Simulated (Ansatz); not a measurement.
# CH₇BFNOSi: one species, many methods

The task here is to estimate one member of a computed series from the others.

Program: Ansatz 0.2.0, Gaussian basis. Level of theory: functionals in def2-TZVPP, the program's frozen cores in correlated methods. These are calculated values, not measurements.

The runs, in order: PBE-D4, r2SCAN-D4, PBE0-D4, B3LYP-D4, ωB97X-V, ωB97M-V, B2PLYP; CCSD(T)/def2-TZVPP; MP2/def2-QZVPP; extrapolation to the limit.

### The relaxed structure

The geometry comes from an earlier relaxation with PBE0-D4 in a triple-zeta def2 set; it is a stationary point, not always the lowest conformer.

SMILES `C[Si](N)(F)BO`, 13 atoms, charge 0, spin multiplicity 1.

Atoms are counted from 1 here; the program's logs count them from 0.

Bond lengths: C1–Si2 1.861 Å, C1–H7 1.094 Å, C1–H8 1.092 Å, C1–H9 1.092 Å, Si2–N3 1.705 Å, Si2–F4 1.622 Å, Si2–B5 2.030 Å, N3–H10 1.007 Å, N3–H11 1.007 Å, B5–O6 1.355 Å, B5–H12 1.207 Å, O6–H13 0.962 Å. Angles: Si2–C1–H7 110.8°, Si2–C1–H8 110.9°, Si2–C1–H9 111.1°, H7–C1–H8 107.6°, H7–C1–H9 108.0°, H8–C1–H9 108.4°, C1–Si2–N3 109.2°, C1–Si2–F4 104.9°, C1–Si2–B5 116.5°, N3–Si2–F4 112.9°, N3–Si2–B5 107.8°, F4–Si2–B5 105.6°, Si2–N3–H10 120.3°, Si2–N3–H11 123.2°, H10–N3–H11 111.9°, Si2–B5–O6 117.4°, Si2–B5–H12 124.0°, O6–B5–H12 118.6° and more.

Set-up of the first run:

File in.yaml:

```yaml
crystal:
  periodic: [false, false, false]
  atoms:
    - {symbol: C, position_ang: [-1.116512, -1.448861, 0.604036]}
    - {symbol: Si, position_ang: [0.029567, -0.356645, -0.373247]}
    - {symbol: N, position_ang: [1.628923, -0.595005, 0.166939]}
    - {symbol: F, position_ang: [-0.187343, -0.801241, -1.917893]}
    - {symbol: B, position_ang: [-0.352788, 1.636000, -0.319189]}
    - {symbol: O, position_ang: [0.711007, 2.472635, -0.261659]}
    - {symbol: H, position_ang: [-0.820419, -2.498329, 0.516249]}
    - {symbol: H, position_ang: [-2.142108, -1.363787, 0.237527]}
    - {symbol: H, position_ang: [-1.105395, -1.182152, 1.663303]}
    - {symbol: H, position_ang: [2.338833, 0.091706, -0.028519]}
    - {symbol: H, position_ang: [2.023913, -1.505552, 0.334893]}
    - {symbol: H, position_ang: [-1.461266, 2.111844, -0.348926]}
    - {symbol: H, position_ang: [0.474188, 3.404688, -0.258615]}
basis:
  gaussian: {orbitals: def2-TZVPP}
hamiltonian: {xc: pbe, dispersion: d4}
output: {forces: true, orbitals: {seedname: orbitals}}
```

Command:

```bash
$ ansatz run in.yaml --threads 2 --pin off --events-out ev --progress --plain --max-ram 22528MiB --backend cuda --devices 0, --max-vram 18GiB
```

Among the steps run: PBE-D4 (GGA); r2SCAN-D4 (meta-GGA); PBE0-D4 (hybrid); B3LYP-D4 (hybrid); ωB97X-V (range-separated); ωB97M-V (range-separated); B2PLYP (double hybrid); CCSD(T) in def2-TZVPP; MP2 in def2-QZVPP.

One table of the session follows, with a row left open; its other results are not shown here.

| method | atomisation energy (eV) |
| --- | --- |
| PBE-D4 | 53.002 |
| r2SCAN-D4 | 52.228 |
| PBE0-D4 | 52.036 |
| B3LYP-D4 | 52.210 |
| ωB97X-V | ? |
| ωB97M-V | 52.388 |
| B2PLYP | 51.691 |
| HF/def2-TZVPP | 38.264 |
| MP2/def2-TZVPP | 51.763 |
| CCSD/def2-TZVPP | 50.046 |
| CCSD(T)/def2-TZVPP | 50.751 |
| MP2/CBS | 53.215 |
| CCSD(T)/CBS | 52.203 |

Q: Estimate the row for ωB97X-V from the others.

As computed: atomisation energy (eV): 52.340. In the column «atomisation energy (eV)» it lies between r2SCAN-D4 (52.228) and ωB97M-V (52.388).

To keep in mind: Free atoms (1 C, 1 Si, 1 N, 1 F, 1 B, 1 O, 7 H) were run apart at each level; the atomisation energy is their sum less the molecule, without zero-point or spin-orbit terms.
